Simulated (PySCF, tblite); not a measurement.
# C4H13BSSi: geometry, infrared bands and NMR shifts

Aim: predict the infrared bands and NMR shifts of C4H13BSSi (`C=CC[BH2-][S@+](C)[SiH3]`).

The runs use tblite 0.8.0 and PySCF 2.14.0, with density-fitted response routines of our own; the level of theory stands in each step. All values are computed, except where a source is named. Atoms are numbered from 0 throughout.

## Step 1: The starting structure

20 atoms, charge 0, multiplicity 1; geometry from: force field or distance geometry start.

Bonds of the start (Å): C0–C1 1.35, C1–C2 1.49, C2–B3 1.61, B3–S4 1.86, S4–C5 1.78, S4–Si6 2.10, C0–H7 1.09, C0–H8 1.08, C1–H9 1.08, C2–H10 1.12, C2–H11 1.10, B3–H12 1.21, B3–H13 1.18, C5–H14 1.12, C5–H15 1.10, C5–H16 1.10, Si6–H17 1.47, Si6–H18 1.47, Si6–H19 1.48.

## Step 2: Relaxing the molecule with GFN2-xTB

Job settings and geometry (Å):

```
{"job": {"kind": "relax", "xc": "GFN2-xTB", "basis": "xTB"}, "charge": 0, "multiplicity": 1}
C      2.801700    -0.698700     0.364400
C      2.067800    -0.376400    -0.725600
C      1.433700     0.963600    -0.871400
B      0.157100     1.158300     0.094500
S     -1.246600     0.046700    -0.420600
C     -2.805000     0.860000    -0.139800
Si    -1.185000    -1.761700     0.647200
H      2.930000     0.019300     1.180200
H      3.262500    -1.676700     0.443200
H      1.973100    -1.108800    -1.512800
H      1.078900     1.082000    -1.926600
H      2.164100     1.764100    -0.668900
H      0.455500     0.902300     1.238800
H     -0.199600     2.284600     0.056000
H     -2.907700     1.097900     0.945600
H     -2.842800     1.804900    -0.707700
H     -3.628500     0.200000    -0.452700
H      0.069200    -2.476000     0.358600
H     -2.326600    -2.601600     0.262400
H     -1.257000    -1.473100     2.096400
```

Started as:

```bash
> OMP_NUM_THREADS=1 python probes_run.py task.json out
```

This one command runs all jobs of the session in turn.

**Question.** This job is followed by: GFN2-xTB harmonic vibrations, gas phase; GIAO PBE0/pcSseg-1 NMR shielding, non-relativistic, gas phase. Predict these results of the whole session: strongest single infrared mode (GFN2-xTB); zero-point energy (GFN2-xTB); 13C shifts against TMS (PBE0/pcSseg-1); 1H shifts against TMS (PBE0/pcSseg-1, means over atoms taken as alike); 11B shifts against BF3·OEt2 (PBE0/pcSseg-1); 33S shifts against CS2 (PBE0/pcSseg-1); 29Si shifts against TMS (PBE0/pcSseg-1); surface potential, 1st and 99th percentile.

**Answer**, as computed:

```
                                                              quantity                                                     value
                             strongest single infrared mode (GFN2-xTB)                                      764 cm⁻¹, 291 km/mol
                                          zero-point energy (GFN2-xTB)                                             96.7 kcal/mol
                                13C shifts against TMS (PBE0/pcSseg-1)                              157.4, 115.9, 30.6, 24.2 ppm
1H shifts against TMS (PBE0/pcSseg-1, means over atoms taken as alike)  6.15, 5.25, 4.97, 4.57, 2.96, 2.55, 2.09, 1.83, 1.71 ppm
                           11B shifts against BF3·OEt2 (PBE0/pcSseg-1)                                                  -4.2 ppm
                                33S shifts against CS2 (PBE0/pcSseg-1)                                                  -146 ppm
                               29Si shifts against TMS (PBE0/pcSseg-1)                                                 -29.9 ppm
                                 surface potential, 1st and 99th percentile                                        -1.11 V and 1.53 V
```

**Reading.** The optimisation took 115 steps and gained 0.599 eV; among the close pairs (by a distance rule), B3–S4 changed most, from 1.863 to 2.049 Å. The lowest mode is imaginary (50i cm⁻¹), so the xTB geometry is not a minimum. The strongest single mode, at 764 cm⁻¹, moves mainly H18 and H19. GFN2-xTB is a fitted tight-binding method: band positions and strengths are rough. Its intensities can rank the bands wrongly. C1 (alkene CH) lies farthest downfield among carbon, at 157.4 ppm; an sp2 carbon of a C=C bond. H9 (hydrogen on an alkene CH) lies farthest downfield among hydrogen, at 6.15 ppm; attached to an sp2 carbon and in the plane of the double bond. At PBE0/pcSseg-1: The widest tensor belongs to C1: span 260 ppm, with a paramagnetic part of -230 ppm. By nearest atom (PBE0/pcSseg-1), the HOMO sits on C0 34 %; C1 22 % and the LUMO on Si6 23 %; S4 18 %.
